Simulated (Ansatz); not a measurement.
**CH4SSeSi: one species, many methods**

The task here is to estimate one member of a computed series from the others.

Method: functionals in def2-TZVPP, the program's frozen cores in correlated methods; program: Ansatz 0.2.0, Gaussian basis.

Levels to be run: PBE-D4, r2SCAN-D4, PBE0-D4, B3LYP-D4, ωB97X-V, ωB97M-V, B2PLYP; CCSD(T)/def2-TZVPP; MP2/def2-QZVPP; extrapolation to the limit.

### The relaxed structure

The geometry comes from an earlier relaxation with PBE0-D4 in a triple-zeta def2 set; it is a stationary point, not always the lowest conformer.

SMILES `C1S[SiH2][Se]1`, 8 atoms, charge 0, spin multiplicity 1.

Atoms are counted from 1 here; the program's logs count them from 0.

Bond lengths: C1–S2 1.826 Å, C1–Se4 1.978 Å, C1–H5 1.088 Å, C1–H6 1.088 Å, S2–Si3 2.134 Å, Si3–Se4 2.273 Å, Si3–H7 1.486 Å, Si3–H8 1.486 Å. Angles: S2–C1–Se4 106.4°, S2–C1–H5 110.4°, S2–C1–H6 110.4°, Se4–C1–H5 109.5°, Se4–C1–H6 109.5°, H5–C1–H6 110.6°, C1–S2–Si3 86.7°, S2–Si3–Se4 87.4°, S2–Si3–H7 114.9°, S2–Si3–H8 114.9°, Se4–Si3–H7 115.6°, Se4–Si3–H8 115.6°, H7–Si3–H8 107.6°, C1–Se4–Si3 79.5°.

Coordinates:

```mol
CH4SSeSi
  3D, bonds by distance, orders not assigned

  8  8  0  0  0  0  0  0  0  0999 V2000
   -0.6383    1.1337   -0.4027 C   0  0
    0.5327    0.9265    0.9827 S   0  0
    0.6646   -1.1227    0.4019 Si  0  0
   -0.8074   -0.6400   -1.2613 Se  0  0
   -0.2498    1.8505   -1.1227 H   0  0
   -1.6102    1.4524   -0.0325 H   0  0
    2.0129   -1.5629   -0.0411 H   0  0
    0.1876   -2.0945    1.4198 H   0  0
  1  2  8  0
  2  3  8  0
  3  4  8  0
  1  5  8  0
  1  6  8  0
  3  7  8  0
  3  8  8  0
  1  4  8  0
M  END
```

The first run:

Contents of in.yaml:

```yaml
crystal:
  periodic: [false, false, false]
  atoms:
    - {symbol: C, position_ang: [-0.638279, 1.133668, -0.402708]}
    - {symbol: S, position_ang: [0.532674, 0.926498, 0.982734]}
    - {symbol: Si, position_ang: [0.664592, -1.122703, 0.401911]}
    - {symbol: Se, position_ang: [-0.807399, -0.640036, -1.261321]}
    - {symbol: H, position_ang: [-0.249805, 1.850475, -1.122731]}
    - {symbol: H, position_ang: [-1.610152, 1.452365, -0.032503]}
    - {symbol: H, position_ang: [2.012892, -1.562917, -0.041115]}
    - {symbol: H, position_ang: [0.187577, -2.094450, 1.419832]}
basis:
  gaussian: {orbitals: def2-TZVPP}
hamiltonian: {xc: pbe, dispersion: d4}
output: {forces: true, orbitals: {seedname: orbitals}}
```

Launch:

```
> ansatz run in.yaml --threads 4 --pin off --events-out ev --progress --plain --max-ram 10444MiB
```

Steps of the session up to this table: PBE-D4 (GGA); r2SCAN-D4 (meta-GGA); PBE0-D4 (hybrid); B3LYP-D4 (hybrid); ωB97X-V (range-separated); ωB97M-V (range-separated); B2PLYP (double hybrid); CCSD(T) in def2-TZVPP; MP2 in def2-QZVPP.

One of the session's tables, all rows but one given; the rest of the session is left out.

It belongs to the step «Atomisation energies». 

```
            method  atomisation energy (kJ/mol)
            PBE-D4                       2662.5
         r2SCAN-D4                       2628.5
           PBE0-D4                       2626.9
          B3LYP-D4                       2596.7
           ωB97X-V                       2639.3
           ωB97M-V                       2621.9
            B2PLYP                       2565.6
     HF/def2-TZVPP                            ?
    MP2/def2-TZVPP                       2580.2
   CCSD/def2-TZVPP                       2486.6
CCSD(T)/def2-TZVPP                       2537.9
           MP2/CBS                       2668.9
       CCSD(T)/CBS                       2626.6
```

Estimate the missing values for HF/def2-TZVPP.

**Answer.** atomisation energy (kJ/mol): 1844.2. In the column «atomisation energy (kJ/mol)» it is the lowest.

Caveats from the session: Free atoms (1 C, 1 S, 1 Si, 1 Se, 4 H) were run apart at each level; the atomisation energy is their sum less the molecule, without zero-point or spin-orbit terms.
